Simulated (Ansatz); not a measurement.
BClH5NSSi, SMILES B[Si](N)(S)Cl, vertical energies of changing the electron count

With the Python package of Ansatz (0.2.0).

At the Python prompt:
```pycon
>>> import ansatz as az
>>> def energy_of(molecule, charge=0, unpaired=0):
...     calc = (
...         molecule.calculation()
...         .basis(gaussian="def2-SVPD")  # atom-centred Gaussian functions
...         .functional("r2scan0")
...         .accuracy("medium")
...         .scf(lower_state_search="light")
...     )
...     if charge:
...         calc = calc.charge(charge)
...     if unpaired:
...         calc = calc.spin("collinear", total=unpaired)
...     return calc.run(threads=1, backend="cpu").report["free_energy_ev"]
...
>>> geometry_ang = [
...     ("B", [-1.1906, -0.1695, -0.8502]),
...     ("Si", [0.3107, 0.3156, 0.2127]),
...     ("N", [0.3925, -0.7993, 1.5916]),
...     ("S", [2.1607, 0.1561, -0.9887]),
...     ("Cl", [0.1376, 2.2766, 0.8949]),
...     ("H", [-2.3175, -0.0734, -0.3831]),
...     ("H", [-1.0783, -0.4276, -1.991]),
...     ("H", [-0.4347, -0.704, 2.1252]),
...     ("H", [0.4663, -1.7518, 1.2569]),
...     ("H", [1.6365, 1.1261, -1.8654]),
... ]
>>> geometry = az.Crystal.molecule()
>>> for symbol, xyz in geometry_ang:
...     geometry = geometry.atom(symbol, xyz)
...
>>> # delta-SCF style differences, no relaxation
>>> parent = energy_of(geometry, 0, 0)

>>> cation = energy_of(geometry, 1, 1)
>>> print(f"E(N)   = {parent:.5f} eV")
E(N)   = -33470.13245 eV
>>> print(f"E(N-1) = {cation:.5f} eV  (1 unpaired)")
E(N-1) = -33460.67311 eV  (1 unpaired)
>>> print(f"vertical ionisation energy {cation - parent:.3f} eV")
vertical ionisation energy 9.459 eV
>>> anion = energy_of(geometry, -1, 1)
>>> print(f"E(N+1) = {anion:.5f} eV  (1 unpaired)")
E(N+1) = -33471.50372 eV  (1 unpaired)
>>> print(f"vertical electron affinity {parent - anion:.3f} eV" + ("" if anion < parent else " (unbound in this basis)"))
vertical electron affinity 1.371 eV
>>> print(f"fundamental gap IP - EA = {cation + anion - 2 * parent:.3f} eV")
fundamental gap IP - EA = 8.088 eV
```

At this unrelaxed geometry removing an electron costs 9.46 eV and adding one releases 1.37 eV.

Notes:
- The settings weren't tested for convergence.
- The geometry is a force-field or estimated start, not a minimum of this method, and the basis set is short of its limit. All parts are taken at fixed geometry, without zero-point energy. At an unrelaxed start these energies can be a whole eV from those at the minimum, and a small affinity can change sign.
- Hardware and time: 70 s on 1 thread of Arm Neoverse V2, with other jobs on the host, peak memory 0.69 GiB.

(Lines on the test bed's own set-up are left out of the output.)
